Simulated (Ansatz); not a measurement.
# C2H6ClNOSi: the cost of one run

Program: Ansatz 0.2.0. Level of theory: RKS CAM-B3LYP-D4/STO-3G. These are calculated values, not measurements.

## Step 1: The system as given

Bond lengths: C1–N2 1.429 Å, N2–C3 1.365 Å, C3–O4 1.235 Å, C3–Si5 1.939 Å, Si5–Cl6 2.041 Å, C1–H7 1.060 Å, C1–H8 1.066 Å, C1–H9 1.165 Å, N2–H10 0.992 Å, Si5–H11 1.498 Å, Si5–H12 1.513 Å. Angles (14 of 18 angles, heavy atoms first): C1–N2–C3 121.3°, N2–C3–O4 128.2°, N2–C3–Si5 119.5°, O4–C3–Si5 112.1°, C3–Si5–Cl6 108.5°, C1–N2–H10 119.3°, C3–N2–H10 118.9°, N2–C1–H7 109.6°, N2–C1–H8 110.8°, N2–C1–H9 105.8°, C3–Si5–H11 111.2°, C3–Si5–H12 113.4°, Cl6–Si5–H11 106.8°, Cl6–Si5–H12 107.4°.

As a file:

```xyz
12

C    -1.5288   -1.2766    0.6250
N    -0.5072   -0.6046   -0.1141
C     0.2503    0.3781    0.4557
O     0.2636    0.7458    1.6342
Si    1.6176    1.2611   -0.5982
Cl    1.4417    0.6433   -2.5356
H    -1.7744   -2.1883    0.1440
H    -1.2553   -1.3700    1.6508
H    -2.4515   -0.5656    0.6087
H    -0.4304   -0.7637   -1.0898
H     1.4263    2.7473   -0.5996
H     3.0248    0.9379   -0.1470
```

## Step 2: Relaxing the start

File input.yaml:

```yaml
crystal:
  periodic: [false, false, false]
  atoms:
    - { symbol: C, position_ang: [-1.5288, -1.2766, 0.625] }
    - { symbol: "N", position_ang: [-0.5072, -0.6046, -0.1141] }
    - { symbol: C, position_ang: [0.2503, 0.3781, 0.4557] }
    - { symbol: O, position_ang: [0.2636, 0.7458, 1.6342] }
    - { symbol: Si, position_ang: [1.6176, 1.2611, -0.5982] }
    - { symbol: Cl, position_ang: [1.4417, 0.6433, -2.5356] }
    - { symbol: H, position_ang: [-1.7744, -2.1883, 0.144] }
    - { symbol: H, position_ang: [-1.2553, -1.37, 1.6508] }
    - { symbol: H, position_ang: [-2.4515, -0.5656, 0.6087] }
    - { symbol: H, position_ang: [-0.4304, -0.7637, -1.0898] }
    - { symbol: H, position_ang: [1.4263, 2.7473, -0.5996] }
    - { symbol: H, position_ang: [3.0248, 0.9379, -0.147] }
basis:
  gaussian: { orbitals: STO-3G }
hamiltonian:
  xc: cam_b3lyp
  dispersion: d4
relax:
  f_tol: 0.02
  max_steps: 40
scf:
  lower_state_search: "off"
```

The run is started by

```bash
> ansatz run input.yaml --threads 1 --pin off --max-ram 2048MiB --backend cpu --events-out ev --progress --plain --runs-dir out
```

What time and memory should one allow on 1 thread of Intel Xeon 6975P-C (Granite Rapids), shared host?

About 33 s, with a peak of 0.19 GiB.
